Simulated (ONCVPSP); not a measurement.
# Pseudopotential generation for promethium: ONCV, LDA (Perdew-Wang 92)

Aim: build the potential from the settings below, then test how well it stands in for the atom: other configurations, scattering, ghost states and the plane-wave cutoff that it needs.

Method: ONCVPSP 4.0.1, LDA (Perdew-Wang 92), scalar-relativistic.

### 1 The atom and the settings

Typed settings, in words:

| Property | Result |
| --- | --- |
| element | promethium (Pm, Z = 61) |
| type | optimised norm-conserving Vanderbilt (ONCV) |
| frozen core | [Kr] 4d10 |
| valence charge | 15 |
| reference configuration | 4f4 5s2 5p6 5d1 6s2 |
| partial waves | 5s+6s: rc 2.55 bohr, ncon 3, nbas 7, qcut 4.5 1/bohr, 3 projectors, debl 2.6 Ha; 5p: rc 1.65 bohr, ncon 4, nbas 7, qcut 5.1 1/bohr, 2 projectors, debl 1.7 Ha; 5d: rc 3.60 bohr, ncon 3, nbas 7, qcut 4.2 1/bohr, 2 projectors, debl 2 Ha; 4f: rc 0.80 bohr, ncon 4, nbas 9, qcut 14.3 1/bohr, 3 projectors, debl 0.7 Ha |
| local potential | polynomial inside 0.70 bohr (lpopt 5, dvloc0 2 Ha) |
| core correction | Teter function fitted to the true core (icmod 2), fcfact 0.55 |

### 2 Generating the potential

Input file Pm.dat:

```
# ATOM AND REFERENCE CONFIGURATION
# atsym  z   nc   nv     iexc    psfile
  Pm 61.00    9    5  -001012      upf
#
#   n    l    f
    1    0    2.00
    2    0    2.00
    2    1    6.00
    3    0    2.00
    3    1    6.00
    3    2   10.00
    4    0    2.00
    4    1    6.00
    4    2   10.00
    4    3    4.00
    5    0    2.00
    5    1    6.00
    5    2    1.00
    6    0    2.00
#
# PSEUDOPOTENTIAL AND OPTIMIZATION
# lmax
    3
#
#   l,   rc,      ep,       ncon, nbas, qcut
    0    2.55    0.00    3    7    4.50
    1    1.65    0.00    4    7    5.10
    2    3.60    0.00    3    7    4.20
    3    0.80    0.00    4    9   14.30
#
# LOCAL POTENTIAL
# lloc, lpopt,  rc(5),   dvloc0
    4    5    0.70    2.00
#
# VANDERBILT-KLEINMAN-BYLANDER PROJECTORs
# l, nproj, debl
    0    3    2.60
    1    2    1.70
    2    2    2.00
    3    3    0.70
#
# MODEL CORE CHARGE
# icmod, fcfact, rcfact
    2    0.55    0.70
#
# LOG DERIVATIVE ANALYSIS
# epsh1, epsh2, depsh
   -3.00    5.00    0.02
#
# OUTPUT GRID
# rlmax, drl
    6.00    0.01
#
# TEST CONFIGURATIONS
# ncnf
    4
# nvcnf
#   n    l    f
    5
    4    3    5.00
    5    0    2.00
    5    1    6.00
    5    2    0.00
    6    0    2.00
#
    5
    4    3    5.00
    5    0    2.00
    5    1    6.00
    5    2    0.00
    6    0    1.00
#
    5
    4    3    5.00
    5    0    2.00
    5    1    6.00
    5    2    0.00
    6    0    0.00
#
    5
    4    3    4.00
    5    0    2.00
    5    1    6.00
    5    2    0.00
    6    0    0.00
#
```

On the command line:

```console
$ oncvpsp.x < Pm.dat > Pm.out
```

Before running it: what results should come out? Wanted: cutoffs for 1 and 0.1 mHa per electron, occupied waves; bound ghosts; GHOST(+) flags; largest test error; largest phase difference near zero energy, channels read; rms error of d²Exc/dn², without and with the model core.

**Answer**, as computed:

| quantity | value |
| --- | --- |
| cutoffs for 1 and 0.1 mHa per electron, occupied waves | 518 Ha and 643 Ha |
| bound ghosts | s at -408.86 eV, p at -202.69 eV, d at -62.37 eV, f at -174.56 eV |
| GHOST(+) flags | s at 141 eV |
| largest test error (AE − PS) | -230 meV, for 4f5 5s2 5p6 5d0 6s1 |
| largest phase difference near zero energy, channels read | 0.008 rad |
| rms error of d²Exc/dn², without and with the model core | 9.77 and 2.35 mHa |

**Reading.** It has a bound ghost (s, p, d, f), a state that the atom doesn't have, and that rules the file out. The worst unpolarised test, 4f5 5s2 5p6 5d0 6s1, is off by 230 meV on 3.6 eV; by total energies transferability rates as poor. The potential is very hard: the looser tolerance needs 518 Ha. At the looser tolerance the 4f wave is the slowest; 5p needs 27 Ha. Near zero energy the phases of the channels with partial waves agree within 0.008 rad. The pseudo curves have a pole with no partner nearby in the atom's: d at -2.28 Ha. The program also flags highly localised states, GHOST(+) (s).
